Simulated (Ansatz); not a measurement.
This script drives the Ansatz DFT code, driven from Python.

`scan_ch6asbo.py`:
```python
# -*- coding: utf-8 -*-
'''Potential curve of CH6AsBO along one bond.'''

import ansatz
import numpy as np


def main():
    ch6asbo = (
        ansatz.Crystal.molecule()
        .atom('C', [-1.077, -0.4417, -0.8392])
        .atom('O', [-0.4085, -1.1451, 0.1803])
        .atom('B', [0.1259, -0.1709, 1.1458])
        .atom('As', [2.0262, 0.5442, 0.9392])
        .atom('H', [-1.4797, -1.1777, -1.5652])
        .atom('H', [-0.3842, 0.2269, -1.4013])
        .atom('H', [-1.9445, 0.1342, -0.4409])
        .atom('H', [-0.5302, 0.1665, 2.0686])
        .atom('H', [2.1679, -0.0562, -0.4978])
        .atom('H', [1.5041, 1.92, 0.4106])
    )

    symbols = [site.symbol for site in ch6asbo.cartesian_sites]
    start = np.array([site.position_ang for site in ch6asbo.cartesian_sites])
    axis = (start[0] - start[1]) / np.linalg.norm(start[0] - start[1])
    moving = [0, 4, 5, 6]
    lengths, energies = [1.239, 1.295, 1.351, 1.407, 1.464, 1.52, 1.576, 1.661], []
    for length in lengths:
        xyz = start.copy()
        xyz[moving] += (length - np.linalg.norm(start[0] - start[1])) * axis
        point = ansatz.Crystal.molecule()
        for symbol, place in zip(symbols, xyz):
            point = point.atom(symbol, place.tolist())
        job = point.calculation()
        job = job.basis(gaussian='def2-SVP')
        job = job.correlation('MP2')
        rep = job.run().report
        energies.append(rep['free_energy_ev'])
        print(f'r = {length:6.3f} A  E = {energies[-1]:.5f} eV  <S^2> = {abs(rep["mean_field"]["state"]["spin_squared"]):.3f}')

    # quartic fit about the minimum
    fit = np.polynomial.Polynomial.fit(lengths, np.array(energies) - min(energies), 4).convert()
    roots = [r.real for r in fit.deriv().roots() if abs(r.imag) < 1e-9 and fit.deriv(2)(r.real) > 0]
    r_e = min(roots, key=lambda r: abs(r - lengths[int(np.argmin(energies))]))
    print(f'minimum of the fit at {r_e:.4f} A, force constant {fit.deriv(2)(r_e):.2f} eV/A^2')


if __name__ == '__main__':
    main()
```

It is started by `python scan_ch6asbo.py`. How long does it take on 1 thread of Intel(R) Xeon(R) Processor @ 2.30GHz, on a shared host, and how much memory does it need?

It took about 19 s, with a peak of 0.3 GiB, for 8 runs of the engine.

```console
$ python scan_ch6asbo.py
r =  1.239 A  E = -64636.08036 eV  <S^2> = 0.000
r =  1.295 A  E = -64636.56294 eV  <S^2> = 0.000
r =  1.351 A  E = -64636.82350 eV  <S^2> = 0.000
r =  1.407 A  E = -64636.92117 eV  <S^2> = 0.000
r =  1.464 A  E = -64636.89919 eV  <S^2> = 0.000
r =  1.520 A  E = -64636.79213 eV  <S^2> = 0.000
r =  1.576 A  E = -64636.62534 eV  <S^2> = 0.000
r =  1.661 A  E = -64636.29804 eV  <S^2> = 0.000
minimum of the fit at 1.4224 A, force constant 34.46 eV/A^2
```

Caveats:
- Total energies depend on the basis set; only differences at equal settings carry meaning.
- The rest of the molecule is held rigid at a force-field or estimated start geometry, and the basis set is modest; single-reference methods fail as a bond breaks.
- The orbitals are restricted, so S² is zero by construction.
- S² is that of the Hartree-Fock reference.
